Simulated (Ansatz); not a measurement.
# AlAsH4N: the cost of one run

Method: RKS B3LYP-D4/def2-SVP, in Ansatz 0.2.0.

## (1) The structure to begin with

Bond lengths: N1–Al2 1.702 Å, Al2–As3 2.488 Å, N1–H4 1.018 Å, Al2–H5 1.652 Å, As3–H6 1.532 Å, As3–H7 1.532 Å. Angles: N1–Al2–As3 116.1°, N1–Al2–H5 138.4°, As3–Al2–H5 105.5°, Al2–N1–H4 125.3°, Al2–As3–H6 93.0°, Al2–As3–H7 92.8°, H6–As3–H7 87.8°.

As a file:

```xyz
7

N    -1.9386   -0.6200   -0.6760
Al   -0.4523    0.1813   -0.4642
As    1.0151   -0.6948    1.3442
H    -2.6419   -0.3810   -1.3724
H     0.3758    1.4448   -1.1331
H     1.3770    0.7086    1.8410
H     2.2648   -0.6389    0.4604
```

## (2) End point A

Contents of input.yaml:

```yaml
crystal:
  periodic: [false, false, false]
  atoms:
    - { symbol: "N", position_ang: [-1.93857, -0.61999, -0.676] }
    - { symbol: Al, position_ang: [-0.45229, 0.18126, -0.46417] }
    - { symbol: As, position_ang: [1.01515, -0.69477, 1.34416] }
    - { symbol: H, position_ang: [-2.64189, -0.38105, -1.37238] }
    - { symbol: H, position_ang: [0.3758, 1.44484, -1.13307] }
    - { symbol: H, position_ang: [1.37703, 0.70863, 1.84103] }
    - { symbol: H, position_ang: [2.26477, -0.63892, 0.46043] }
total_charge: -1
basis:
  gaussian: { orbitals: def2-SVP }
hamiltonian:
  xc: b3lyp
  dispersion: d4
relax:
  f_tol: 0.015
  max_steps: 40
```

Started as:

```console
> ansatz run input.yaml --threads 1 --pin off --max-ram 2048MiB --backend cpu --events-out ev --progress --plain --runs-dir out
```

What time and memory should one allow on 1 thread of Arm Neoverse V1, shared host?

About 25 s, with a peak of 0.17 GiB.
